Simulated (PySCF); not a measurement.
# A diatomic session: GaCl+

One job finds the state of GaCl+, follows it along the bond with each method and fits the curves.

Program: PySCF 2.14.0. Level of theory: Ga def2-TZVPPD, Cl def2-TZVPPD, no relativity. These are calculated values, not measurements.

**1. The job**

Settings of the job:

```yaml
atoms: Ga, Cl
charge: 1
basis: Ga def2-TZVPPD, Cl def2-TZVPPD
Hamiltonian: no relativity
basis_functions: 105
electrons_treated: 47
masses_in_u: 68.9256, 34.9689
levels: PBE0, PBE, r²SCAN, r²SCANh, TPSS, TPSSh, B2PLYP, PW91, HSE06, HF, MP2, SCS-MP2, CCSD, CCSD(T)
grid: 80 radial by 434 angular points
occupations: held fixed by the projection of orbital angular momentum
dissociation_limit: Ga+ + Cl, each in its ground configuration
starting_distance_in_angstrom: 2.275
values_of_2S_to_try: 1, 3
```

On the command line:

```console
> OMP_NUM_THREADS=2 python dia.py task.json out
```

Further steps of the session: PBE0 along the bond; Higher solutions at PBE0; PBE; r²SCAN (meta-GGA); r²SCANh (hybrid meta-GGA); TPSS (meta-GGA); TPSSh (hybrid meta-GGA); B2PLYP (double hybrid); PW91 (GGA); HSE06 (range-separated hybrid); UHF (mean field); MP2 and coupled cluster.

**Question.** What will these runs give? Wanted: for each run, Re; ωe; De; μ.

**Answer**, as computed:

Lowest PBE0 solution found, without spin–orbit coupling: ²Σ⁺ (doublet), unpaired electrons σ ↑. State 2 has its PBE0 minimum 0.78 eV higher. State 3 has its PBE0 minimum 5.25 eV higher. The other levels ran on the lowest alone.

| level | Re (Å) | ωe (cm⁻¹) | De (eV) | μ (D) |
| --- | --- | --- | --- | --- |
| UHF | 2.077 | 463 | 0.485 | -3.68 |
| UHF-MP2 | 2.066 | 480 | 1.23 | n/a |
| UHF-SCS-MP2 | 2.076 | 467 | 0.98 | n/a |
| UHF-CCSD | 2.084 | 440 | 0.86 | n/a |
| UHF-CCSD(T) | 2.088 | 439 | 0.98 | n/a |
| PBE | 2.115 | 399 | 1.19 | -2.67 |
| PW91 | 2.113 | 400 | 1.20 | -2.66 |
| TPSS | 2.104 | 412 | 1.22 | -2.78 |
| r²SCAN | 2.078 | 443 | 1.35 | -2.81 |
| TPSSh | 2.095 | 422 | 1.20 | -2.88 |
| r²SCANh | 2.074 | 447 | 1.30 | -2.90 |
| PBE0 | 2.088 | 428 | 1.13 | -2.95 |
| HSE06 | 2.091 | 423 | 1.10 | -2.93 |
| B2PLYP | 2.097 | 423 | 0.95 | -3.22 |

De is counted to Ga+ + Cl in their ground configurations. A positive dipole points from Ga to Cl; in an ion it is taken about the centre of mass and does not tell which atom is negative.

Differences from CCSD(T) in the same basis:

| level | Re (mÅ) | ωe (%) |
| --- | --- | --- |
| UHF | -11 | +5.5 |
| UHF-MP2 | -21 | +9.3 |
| UHF-SCS-MP2 | -12 | +6.2 |
| UHF-CCSD | -4 | +0.1 |
| PBE | +28 | -9.2 |
| PW91 | +26 | -9.0 |
| TPSS | +16 | -6.2 |
| r²SCAN | -9 | +0.8 |
| TPSSh | +7 | -4.0 |
| r²SCANh | -13 | +1.8 |
| PBE0 | +1 | -2.6 |
| HSE06 | +3 | -3.7 |
| B2PLYP | +9 | -3.6 |

What this shows: Against CCSD(T) in the same basis, the bond length is nearest at PBE0 (+1 mÅ) and farthest at PBE (+28 mÅ); the wavenumber is nearest at UHF-CCSD (+0.1 %) and farthest at UHF-MP2 (+9.3 %). Hartree–Fock falls on the short and stiff side, its usual fault. PBE gives a bond that is too long and too soft, as GGAs tend to. Of the levels with a De here, UHF gives the least (0.485 eV) and r²SCAN the most (1.35 eV).

Correlated steps freeze 14 core orbitals. B2PLYP dipoles, levels and charges come from its SCF part alone.
